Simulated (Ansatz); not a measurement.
# K2FeO3: the cost of one run

Program: Ansatz 0.2.0. Level of theory: DFT PBE, scalar-relativistic, plane waves, PAW. These are calculated values, not measurements.

## 1. The system as given

Symmetry: P6/mmm, No. 191, hexagonal system. The conventional cell has a = 5.606 Å, b = 5.606 Å, c = 4.117 Å, α = 90.00°, β = 90.00°, γ = 120.00°. Around K (site symmetry -6m2) lie 6 O at 2.62 Å. Fe (site symmetry 6/mmm) has 6 K at 3.24 Å and 12 O at 3.48 Å as nearest neighbours. Around O (site symmetry mmm) lie 4 K at 2.62 Å and 4 Fe at 3.48 Å.

As a file:

```
CELL_PARAMETERS angstrom
5.60650 0.00000 0.00000
-2.80325 4.85537 0.00000
0.00000 0.00000 4.11717
ATOMIC_POSITIONS crystal
K 0.66667 0.33333 0.00000
K 0.33333 0.66667 0.00000
Fe 0.00000 0.00000 0.00000
O 0.00000 0.50000 0.50000
O 0.50000 0.00000 0.50000
O 0.50000 0.50000 0.50000
```

A structure generator made this guess: species swapped into a database cell of LaAl2Ag3 (P6/mmm, No. 191), with Fe on the La sites, K on the Al sites and O on the Ag sites. Its size is a rough estimate.

## 2. Probe: one point on a coarse mesh

input.yaml reads:

```yaml
crystal:
  lattice:
    - [5.60649903, 0.0, 0.0]
    - [-2.80324952, 4.85537059, 0.0]
    - [0.0, 0.0, 4.11717105]
  atoms:
    - { symbol: K, position: [0.66666667, 0.33333333, 0.0] }
    - { symbol: K, position: [0.33333333, 0.66666667, 0.0] }
    - { symbol: Fe, position: [0.0, 0.0, 0.0], spin: 4.0 }
    - { symbol: O, position: [0.0, 0.5, 0.5] }
    - { symbol: O, position: [0.5, 0.0, 0.5] }
    - { symbol: O, position: [0.5, 0.5, 0.5] }
basis:
  ecutwfc: 420
kpoints:
  mp_grid: { grid: [6, 6, 4] }
hamiltonian:
  xc: pbe
scf:
  occupations: { method: gaussian, width: 0.1 }
  lower_state_search: "off"
output:
  forces: true
  stress: true
  eigenvalues: true
  populations: true
magnetization:
  spin_polarized: true
```

Command:

```console
ansatz run input.yaml --threads 1 --pin off --max-ram 2560MiB --backend cpu --events-out ev --progress --plain --runs-dir out
```

**Question.** How long does this run take on 1 thread of Intel Xeon at 2.50GHz (Skylake/Cascade Lake), shared host, and how much memory does it need?

About 3.7 min, with a peak of 0.67 GiB.
